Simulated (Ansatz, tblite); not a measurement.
# (H2Al-mu-PH2)3 (Al₃P₃H₁₂): one state, many levels

Aim: run the singlet of (H2Al-mu-PH2)3 (Al₃P₃H₁₂) at one geometry on many levels, and compare frontier levels, spin and run time.

The runs use Ansatz 0.2.0, Gaussian basis; as each input shows.

Plan: GFN1-xTB, GFN2-xTB, PBE-D4/def2-TZVP, r2SCAN-D4/def2-TZVP, BLYP-D4/def2-TZVP, PBE-QIDH/def2-TZVP, HF/def2-TZVP, PBE-D4/def2-SVP, PBE0-D4/def2-SVP, HF/STO-3G, CCSD(T)/def2-SVP, MP2/def2-TZVP.

3 further runs of the same task are left out: 3 set aside as unsound or not needed. Runs told in other sessions of the task aren't counted.

### 1 The relaxed structure

The singlet was relaxed beforehand with PBE-D4/def2-SVP.

18 atoms, charge 0, spin multiplicity 1.

Bond lengths: Al1–P4 2.442 Å, Al1–P6 2.453 Å, Al1–H7 1.602 Å, Al1–H8 1.602 Å, Al2–P4 2.442 Å, Al2–P5 2.452 Å, Al2–H9 1.603 Å, Al2–H10 1.602 Å, Al3–P5 2.441 Å, Al3–P6 2.441 Å, Al3–H11 1.604 Å, Al3–H12 1.600 Å, P4–H13 1.431 Å, P4–H14 1.432 Å, P5–H15 1.430 Å, P5–H16 1.430 Å, P6–H17 1.430 Å, P6–H18 1.430 Å. Angles: P4–Al1–P6 97.3°, P4–Al1–H7 109.1°, P4–Al1–H8 107.0°, P6–Al1–H7 106.9°, P6–Al1–H8 108.6°, H7–Al1–H8 124.6°, P4–Al2–P5 97.1°, P4–Al2–H9 109.0°, P4–Al2–H10 107.0°, P5–Al2–H9 106.7°, P5–Al2–H10 108.9°, H9–Al2–H10 124.6°, P5–Al3–P6 95.0°, P5–Al3–H11 106.0°, P5–Al3–H12 110.8°, P6–Al3–H11 105.9°, P6–Al3–H12 110.7°, H11–Al3–H12 124.3° and more.

PBE0-D4/def2-TZVP was run before; its log isn't repeated, and its numbers join the tables.

### 2 GFN1-xTB

Tight binding, by tblite at 300 K electronic temperature and without a spin-polarisation term:

```python
tblite.interface.Calculator('GFN1-xTB', numbers, positions, charge=0, uhf=0).singlepoint()
```

Energy -498.9833 eV, HOMO -11.04 eV, LUMO -5.76 eV; 0.014 s.

### 3 GFN2-xTB

Tight binding, by tblite at 300 K electronic temperature and without a spin-polarisation term:

```python
tblite.interface.Calculator('GFN2-xTB', numbers, positions, charge=0, uhf=0).singlepoint()
```

Energy -460.9256 eV, HOMO -10.68 eV, LUMO -7.23 eV; 0.011 s.

### 4 PBE-D4/def2-TZVP

start.molden holds the orbitals of an earlier run on this state, given as this run's starting guess.

File in.yaml:

```yaml
crystal:
  periodic: [false, false, false]
  atoms:
    - {symbol: Al, position_ang: [2.249421, -0.225569, -1.182143]}
    - {symbol: Al, position_ang: [-1.990619, 0.669353, -1.468225]}
    - {symbol: Al, position_ang: [-0.197954, -0.096824, 2.355581]}
    - {symbol: P, position_ang: [0.368908, 1.297859, -1.507773]}
    - {symbol: P, position_ang: [-1.972568, -0.444866, 0.715774]}
    - {symbol: P, position_ang: [1.551358, -1.118992, 0.993623]}
    - {symbol: H, position_ang: [3.579630, 0.631135, -0.928761]}
    - {symbol: H, position_ang: [2.109239, -1.384590, -2.278808]}
    - {symbol: H, position_ang: [-2.880626, 1.991810, -1.302852]}
    - {symbol: H, position_ang: [-2.202352, -0.432250, -2.611463]}
    - {symbol: H, position_ang: [0.105904, 1.477646, 2.352221]}
    - {symbol: H, position_ang: [-0.465499, -0.961715, 3.674973]}
    - {symbol: H, position_ang: [0.542343, 2.405422, -0.618478]}
    - {symbol: H, position_ang: [0.598017, 1.986039, -2.741991]}
    - {symbol: H, position_ang: [-3.223826, -0.179696, 1.354913]}
    - {symbol: H, position_ang: [-2.134520, -1.854170, 0.531705]}
    - {symbol: H, position_ang: [2.718731, -1.251593, 1.808644]}
    - {symbol: H, position_ang: [1.244391, -2.508999, 0.853052]}
basis:
  gaussian: {orbitals: def2-TZVP, initial_orbitals: start.molden}
hamiltonian: {xc: pbe, dispersion: d4}
scf: {omitted_lower_state_checks: [starts]}
output: {forces: true, orbitals: {seedname: orbitals}}
```

Started as:

```sh
$ ansatz run in.yaml --threads 4 --pin off --events-out ev --progress --plain --max-ram 4787MiB
```

The runs that follow: r2SCAN-D4/def2-TZVP; BLYP-D4/def2-TZVP; PBE-QIDH/def2-TZVP; HF/def2-TZVP; PBE-D4/def2-SVP; PBE0-D4/def2-SVP; HF/STO-3G; CCSD(T)/def2-SVP; MP2/def2-TZVP.

Before running them: what should the planned runs give, taken together? Wanted: gap in def2-TZVP, named functionals and Hartree-Fock, smallest and largest; correlation energy, CCSD(T)/def2-SVP; correlation energy, MP2/def2-TZVP; binding an atom, CCSD(T)/def2-SVP; PBE0 total energy, smallest basis above largest.

As calculated:

```
                                                                  quantity                            value
gap in def2-TZVP, named functionals and Hartree-Fock, smallest and largest  4.73 eV (PBE-D4), 12.44 eV (HF)
                                      correlation energy, CCSD(T)/def2-SVP                        -19.76 eV
                                         correlation energy, MP2/def2-TZVP                        -19.32 eV
                                         binding an atom, CCSD(T)/def2-SVP                         2.547 eV
                           PBE0 total energy, smallest basis above largest   16.37 eV (def2-SVP, def2-TZVP)
```

In words: Over the named functionals and Hartree-Fock in def2-TZVP the gap runs from 4.73 eV (PBE-D4) to 12.44 eV (HF); exact exchange widens it. A small miss in a minimal or small basis is a cancelling of errors, not accuracy. The functionals in def2-TZVP miss CCSD(T)/def2-SVP by +0.171 (PBE0-D4) to +0.205 eV (r2SCAN-D4) an atom. The yardstick is in a double-zeta basis, so levels in larger sets aren't compared like for like. The reference is CCSD(T) in one finite basis, so it carries an error of its own, often a tenth of an eV or more, and near misses can't be ranked.
